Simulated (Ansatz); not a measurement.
# CH₉AsSi (built from SMILES C[SiH3].[AsH3]): search for a transition state

Is there a first-order saddle for this four-centre ligand exchange, which should form Si1–As7, C2–H6 and break Si1–C2, H6–As7, and which two structures does it connect?

Computed with Ansatz 0.2.0, Gaussian basis. Level: PBE0-D4, def2-SVP first, then def2-TZVP.

153 further runs of the same task are left out: 1 that didn't finish, 152 set aside as unsound or not needed. Runs told in other sessions of the task aren't counted.

## 1. Starting geometry

The guess: 12 atoms, charge 0, spin multiplicity 1.

Atoms are counted from 1 here; the program's logs count them from 0.

Bond lengths: Si1–H3 1.524 Å, Si1–H4 1.477 Å, Si1–H5 1.477 Å, Si1–H6 1.672 Å, Si1–As7 2.575 Å, C2–H8 1.087 Å, C2–H9 1.089 Å, C2–H10 1.089 Å, As7–H11 1.508 Å, As7–H12 1.507 Å. Angles: H3–Si1–H4 95.5°, H3–Si1–H5 95.4°, H3–Si1–H6 137.1°, H3–Si1–As7 92.3°, H4–Si1–H5 148.0°, H4–Si1–H6 96.1°, H4–Si1–As7 104.6°, H5–Si1–H6 96.1°, H5–Si1–As7 105.0°, H6–Si1–As7 44.8°, H8–C2–H9 106.8°, H8–C2–H10 106.8°, H9–C2–H10 109.1°, Si1–As7–H11 105.3°, Si1–As7–H12 103.2°, H11–As7–H12 89.6°.

Geometry (Å):

```
atom     x (Å)     y (Å)     z (Å)
 Si1  -1.21950  -0.22680  -0.06910
  C2   0.37230   1.27840   0.57190
  H3  -2.32680  -1.19060  -0.47910
  H4  -1.35710  -0.46330   1.38230
  H5  -1.40350   0.69220  -1.21120
  H6   0.45210  -0.20290  -0.08760
 As7   0.62400  -1.86030  -0.81900
  H8  -0.30800   2.04940   0.92530
  H9   1.00960   1.01080   1.41380
 H10   0.98270   1.73110  -0.20850
 H11   1.66590  -1.81300   0.27020
 H12   1.50850  -1.00500  -1.68890
```

Distances that are to change: Si1–As7 2.57 Å, C2–H6 1.62 Å, Si1–C2 2.28 Å, H6–As7 1.82 Å.

## 2. Constrained relaxation of the guess

hold/in.yaml reads:

```yaml
crystal:
  periodic: [false, false, false]
  atoms:
    - {symbol: Si, position_ang: [-1.219500, -0.226800, -0.069100]}
    - {symbol: C, position_ang: [0.372300, 1.278400, 0.571900]}
    - {symbol: H, position_ang: [-2.326800, -1.190600, -0.479100]}
    - {symbol: H, position_ang: [-1.357100, -0.463300, 1.382300]}
    - {symbol: H, position_ang: [-1.403500, 0.692200, -1.211200]}
    - {symbol: H, position_ang: [0.452100, -0.202900, -0.087600]}
    - {symbol: As, position_ang: [0.624000, -1.860300, -0.819000]}
    - {symbol: H, position_ang: [-0.308000, 2.049400, 0.925300]}
    - {symbol: H, position_ang: [1.009600, 1.010800, 1.413800]}
    - {symbol: H, position_ang: [0.982700, 1.731100, -0.208500]}
    - {symbol: H, position_ang: [1.665900, -1.813000, 0.270200]}
    - {symbol: H, position_ang: [1.508500, -1.005000, -1.688900]}
basis:
  gaussian: {orbitals: def2-SVP}
hamiltonian: {xc: pbe0, dispersion: d4}
relax: {f_tol: 0.04, max_steps: 150, escape_saddle: false, constraints: [{distance: [0, 6]}, {distance: [1, 5]}, {distance: [0, 1]}, {distance: [5, 6]}]}
```

On the command line:

```bash
> ansatz run in.yaml --threads 4 --pin off --events-out ev --progress --plain --max-ram 9574MiB
```

The runs that follow: Force constants to start from; Saddle search in the small basis; Saddle search in triple zeta; Vibrations at the point found; Relaxing after a step of 0.30 Å one way along the mode; Relaxing after a step of 0.30 Å the other way along the mode.

What does the calculation give? Wanted: imaginary mode; barrier from the start side; barrier from the end side; energy of the step; pairs that change; zero-point energy at the saddle.

The runs gave:

| quantity | value |
| --- | --- |
| imaginary mode | 1176i cm⁻¹ |
| barrier from the start side | 62.3 kcal/mol |
| barrier from the end side | 71.5 kcal/mol |
| energy of the step | -9.2 kcal/mol |
| pairs that change | Si1–As7 formed, C2–H6 formed, Si1–C2 broken, H6–As7 broken |
| zero-point energy at the saddle | 2.255 eV |

In words: The point has a single imaginary mode (1176i cm⁻¹), as a transition state must. Going downhill both ways gives the intended start and end. At PBE0-D4/def2-TZVP the electronic barrier is 62.3 kcal/mol, about 105 kT at 298 K, and the step runs 9.2 kcal/mol downhill. The barrier is thin enough for tunnelling; the leading (Wigner) term alone is a factor of 2.3 at 298 K. These are plain relaxations, not an intrinsic reaction coordinate. The ends are the nearest minima, not always the lowest complexes.
